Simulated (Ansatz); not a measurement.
# YNi2B2C: the cost of one run

Program: Ansatz 0.2.0. Level of theory: DFT r2SCAN, scalar-relativistic, plane waves, PAW. These are calculated values, not measurements.

**1. The structure to begin with**

Symmetry: I4/mmm, No. 139, tetragonal system. The conventional cell has a = 3.549 Å, b = 3.549 Å, c = 10.373 Å, α = 90.00°, β = 90.00°, γ = 90.00°. Y (site symmetry 4/mmm) is surrounded by 4 C at 2.51 Å. Around Ni (site symmetry -4m2) lie 4 B at 2.09 Å. B (site symmetry 4mm) has 1 C at 1.49 Å and 4 Ni at 2.09 Å as nearest neighbours. Around C (site symmetry 4/mmm) lie 2 B at 1.49 Å.

Coordinates:

```
Y Ni B C
1.0
    -1.77439    1.77439    5.18626
     1.77439   -1.77439    5.18626
     1.77439    1.77439   -5.18626
Y Ni B C
1 2 2 1
Direct
  0.50000 0.50000 0.00000
  0.75000 0.25000 0.50000
  0.25000 0.75000 0.50000
  0.14390 0.14390 0.00000
  0.85610 0.85610 0.00000
  0.00000 0.00000 0.00000
```

The structure comes from the Materials Project (structure only).

(A quick probe on a coarse mesh, which set the mesh and smearing, is not shown.)

**3. The relaxation**

Contents of input.yaml:

```yaml
crystal:
  lattice:
    - [-1.774395, 1.774395, 5.186256]
    - [1.774395, -1.774395, 5.186256]
    - [1.774395, 1.774395, -5.186256]
  atoms:
    - { symbol: "Y", position: [0.5, 0.5, 0.0] }
    - { symbol: Ni, position: [0.75, 0.25, 0.5] }
    - { symbol: Ni, position: [0.25, 0.75, 0.5] }
    - { symbol: B, position: [0.143902, 0.143902, 0.0] }
    - { symbol: B, position: [0.856098, 0.856098, 0.0] }
    - { symbol: C, position: [0.0, 0.0, 0.0] }
basis:
  ecutwfc: 500
kpoints:
  mp_grid: { grid: [14, 14, 14] }
hamiltonian:
  xc: r2scan
scf:
  occupations: { method: gaussian, width: 0.1 }
output:
  forces: true
  stress: true
  eigenvalues: true
relax:
  adjacent_minimum: "off"
  f_tol: 0.005
  max_steps: 80
  cell: { stress_tol: 0.05 }
```

The run is started by

```sh
$ ansatz run input.yaml --threads 2 --pin off --max-ram 5120MiB --backend cpu --events-out ev --progress --plain --runs-dir out
```

**Question.** How long does this run take on 2 threads of Arm Neoverse V1, shared host, and how much memory does it need?

About 3.9 min, with a peak of 0.93 GiB.
